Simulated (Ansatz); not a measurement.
**C₄H₁₁AlO: basis-set convergence**

Aim: see how fast density functionals converge with the basis set for C₄H₁₁AlO.

Program: Ansatz 0.2.0, Gaussian basis. Level of theory: one geometry, several basis sets. These are calculated values, not measurements.

Levels to be run: PBE0-D4/def2-SVP; ωB97M-V/def2-SVP; PBE0-D4/def2-QZVPP; ωB97M-V/def2-QZVPP; the functionals' def2-TZVPP values are taken from earlier runs.

## Step 1: The geometry

All runs share one geometry, relaxed beforehand with PBE0-D4 in a triple-zeta def2 set.

SMILES `CC(C)(C)[O][AlH2]`, 17 atoms, charge 0, spin multiplicity 1.

Atoms are counted from 1 here; the program's logs count them from 0.

Bond lengths: C1–C2 1.521 Å, C1–H7 1.093 Å, C1–H8 1.092 Å, C1–H9 1.092 Å, C2–C3 1.524 Å, C2–C4 1.524 Å, C2–O5 1.414 Å, C3–H10 1.094 Å, C3–H11 1.093 Å, C3–H12 1.093 Å, C4–H13 1.094 Å, C4–H14 1.093 Å, C4–H15 1.093 Å, O5–Al6 1.685 Å, Al6–H16 1.578 Å, Al6–H17 1.586 Å. Angles: C2–C1–H7 111.1°, C2–C1–H8 110.1°, C2–C1–H9 110.1°, H7–C1–H8 108.6°, H7–C1–H9 108.6°, H8–C1–H9 108.2°, C1–C2–C3 110.4°, C1–C2–C4 110.4°, C1–C2–O5 107.1°, C3–C2–C4 110.3°, C3–C2–O5 109.3°, C4–C2–O5 109.3°, C2–C3–H10 110.5°, C2–C3–H11 111.2°, C2–C3–H12 110.1°, H10–C3–H11 108.0°, H10–C3–H12 108.6°, H11–C3–H12 108.3° and more.

## Step 2: PBE0-D4 in def2-SVP

Contents of in.yaml:

```yaml
crystal:
  periodic: [false, false, false]
  atoms:
    - {symbol: C, position_ang: [-0.385502, -1.755752, -0.316279]}
    - {symbol: C, position_ang: [-0.003098, -0.293435, -0.142967]}
    - {symbol: C, position_ang: [1.505877, -0.155246, 0.016601]}
    - {symbol: C, position_ang: [-0.486117, 0.525796, -1.333447]}
    - {symbol: O, position_ang: [-0.641274, 0.168006, 1.031299]}
    - {symbol: Al, position_ang: [-0.751051, 1.597886, 1.915501]}
    - {symbol: H, position_ang: [0.075830, -2.179914, -1.211226]}
    - {symbol: H, position_ang: [-1.469553, -1.852516, -0.403817]}
    - {symbol: H, position_ang: [-0.060431, -2.334228, 0.550857]}
    - {symbol: H, position_ang: [1.783113, 0.894710, 0.146156]}
    - {symbol: H, position_ang: [2.032151, -0.538115, -0.860954]}
    - {symbol: H, position_ang: [1.844246, -0.715971, 0.891096]}
    - {symbol: H, position_ang: [-0.216858, 1.578432, -1.208778]}
    - {symbol: H, position_ang: [-0.038831, 0.170373, -2.264718]}
    - {symbol: H, position_ang: [-1.572325, 0.451916, -1.424554]}
    - {symbol: H, position_ang: [-1.650034, 1.532695, 3.210751]}
    - {symbol: H, position_ang: [0.014760, 2.904965, 1.444577]}
basis:
  gaussian: {orbitals: def2-SVP}
hamiltonian: {xc: pbe0, dispersion: d4}
output: {orbitals: {seedname: orbitals}}
```

Run with:

```
> ansatz run in.yaml --threads 2 --pin off --events-out ev --progress --plain --max-ram 32768MiB --backend cpu
```

The runs that follow: ωB97M-V in def2-SVP; PBE0-D4 in def2-QZVPP; ωB97M-V in def2-QZVPP.

Before running them: what should the planned runs give, taken together? Wanted: PBE0-D4: double and triple zeta above quadruple; ωB97M-V: double and triple zeta above quadruple.

As calculated:

| quantity | value |
| --- | --- |
| PBE0-D4: double and triple zeta above quadruple | 10.02, 0.58 eV |
| ωB97M-V: double and triple zeta above quadruple | 10.38, 0.56 eV |

For PBE0-D4 the step from double to triple zeta gains 9.44 eV and the next only 0.58 eV. Total energies overstate the basis error of differences, where much of it tends to cancel. The LUMO of ωB97M-V is positive and keeps falling with the basis (0.92 to 0.39 eV): an unbound level that the basis holds in place.
